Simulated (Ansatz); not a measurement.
**Al2InN3: a line through a two-coordinate scan**

The task here is to estimate one member of a computed series from the others.

Computed with Ansatz 0.2.0 (DFT PBE, scalar-relativistic, plane waves, PAW, unless a step's input says otherwise).

16 further runs of the same task are left out: 16 set aside as unsound or not needed.

## The structure to begin with

Symmetry: Cmc2_1, No. 36, orthorhombic system. The conventional cell has a = 9.833 Å, b = 5.655 Å, c = 5.249 Å, α = 90.00°, β = 90.00°, γ = 90.00°. Around Al (site symmetry 1) lie 4 N at 1.90 to 1.92 Å. In (site symmetry m) has 4 N at 2.18 to 2.20 Å as nearest neighbours. Around N (site symmetry 1) lie 3 Al at 1.90 to 1.92 Å and 1 In at 2.18 Å. N (site symmetry m) has 2 Al at 1.91 Å and 2 In at 2.19 to 2.20 Å as nearest neighbours.

Coordinates:

```xyz
12
Lattice="4.9166 -2.8275 0.0000 4.9166 2.8275 0.0000 0.0000 0.0000 5.2491" Properties=species:S:1:pos:R:3 pbc="T T T"
Al    1.6879    0.9230    5.2057
Al    8.1452    0.9230    5.2057
Al    8.1452   -0.9230    2.5812
Al    1.6879   -0.9230    2.5812
In    4.9166    1.0062    5.1808
In    4.9166   -1.0062    2.5563
N     1.8210    0.8394    1.8671
N     8.0121    0.8394    1.8671
N     8.0121   -0.8394    4.4916
N     1.8210   -0.8394    4.4916
N     4.9166    1.1410    2.1318
N     4.9166   -1.1410    4.7564
```

It goes back to an entry of the Materials Project, which need not be the stable form.

This cell was relaxed beforehand with the same method: volume 12.16 Å³/atom, gap on the mesh 2.16 eV.

## Plan of the line

The energy is mapped over volume and the cell's shape.

- volume per atom: 7 values from 10.70 to 13.62 Å³
- stretch along b over the lengths across it, relative to the relaxed cell: 7 values from 0.923 to 1.083

Nothing else is relaxed (fractional coordinates fixed). Energies count from the relaxed crystal. Points are written as (first, second).

Set-up of the first run:

input.yaml reads:

```yaml
crystal:
  lattice:
    - [4.7961565183, -2.6148667567, 0.0]
    - [4.7961565183, 2.6148667567, 0.0]
    - [0.0, 0.0, 5.1205176153]
  atoms:
    - { symbol: Al, position: [0.0084427086, 0.3348641725, 0.9917411822] }
    - { symbol: Al, position: [0.6651358275, 0.9915572914, 0.9917411822] }
    - { symbol: Al, position: [0.9915572914, 0.6651358275, 0.4917411822] }
    - { symbol: Al, position: [0.3348641725, 0.0084427086, 0.4917411822] }
    - { symbol: In, position: [0.3220722962, 0.6779277038, 0.9869930315] }
    - { symbol: In, position: [0.6779277038, 0.3220722962, 0.4869930315] }
    - { symbol: "N", position: [0.0367610679, 0.3336262977, 0.355696391] }
    - { symbol: "N", position: [0.6663737023, 0.9632389321, 0.355696391] }
    - { symbol: "N", position: [0.9632389321, 0.6663737023, 0.855696391] }
    - { symbol: "N", position: [0.3336262977, 0.0367610679, 0.855696391] }
    - { symbol: "N", position: [0.2982358752, 0.7017641248, 0.4061317922] }
    - { symbol: "N", position: [0.7017641248, 0.2982358752, 0.9061317922] }
basis:
  ecutwfc: 520.0
kpoints:
  mp_grid: { grid: [6, 6, 6] }
hamiltonian:
  xc: pbe
  pseudopotentials: { kind: paw, azcp: { folder: soft_1 } }
scf:
  occupations: { method: gaussian, width: 0.05 }
output:
  forces: true
  stress: true
  eigenvalues: true
```

The run is started by

```sh
$ ansatz run input.yaml --threads 4 --pin off --max-ram 8192MiB --backend cpu --events-out ev --progress --plain --runs-dir out
```

Steps of the session up to this table: The run at (10.70 Å³, 0.948); The run at (11.19 Å³, 0.948); Grid point (11.68 Å³, 0.948); Point (12.16 Å³, 0.948); Point (12.65 Å³, 0.948); Grid point (13.13 Å³, 0.948).

One of the session's tables, all rows but one given; the rest of the session is left out.

| volume per atom (Å³) | energy (meV/atom) | slope (meV/atom per Å³) | pressure (GPa) | band gap on the k-mesh (eV) | largest force on an atom (eV/Å) |
| --- | --- | --- | --- | --- | --- |
| 10.70 | 141 | −179 | 28.7 | 2.79 | 1.15 |
| 11.19 | 72 | −108 | 17.3 | 2.53 | 0.95 |
| 11.68 | 34 | −50 | 8.1 | 2.29 | 0.79 |
| 12.16 | 21 | −3 | 0.5 | 2.06 | 0.64 |
| 12.65 | 29 | 35 | −5.6 | 1.85 | 0.52 |
| 13.13 | ? | ? | ? | ? | ? |
| 13.62 | 93 | 92 | −14.7 | 1.46 | 0.34 |

**Question.** Estimate the row for volume per atom (Å³) = 13.13.

Worked estimate for «energy (meV/atom)». A straight line through the neighbours (12.65, 29) and (13.62, 93) gives 29 + (93 − 29) × (13.13 − 12.65) / (13.62 − 12.65) = 61; a parabola fitted to 3 rows on both sides gives 53.

**Answer.** energy (meV/atom): 54; slope (meV/atom per Å³): 66; pressure (GPa): −10.6; band gap on the k-mesh (eV): 1.65; largest force on an atom (eV/Å): 0.41. In «energy (meV/atom)» the line misses by +7 and the parabola by -1.

Energies count from the relaxed crystal. Rows without a step come from runs not printed here or follow by symmetry. Slopes come from the forces (and the stress, where the cell changes), not from differences of energies.

V·d²E/dV² there is about 170 GPa, a bulk modulus under this line's constraint. The well is lopsided: two grid steps out, the energy rises by 51 meV/atom towards smaller values and 33 meV/atom towards larger ones. The highest point computed, at 10.70 Å³, lies 120 meV/atom above the lowest.
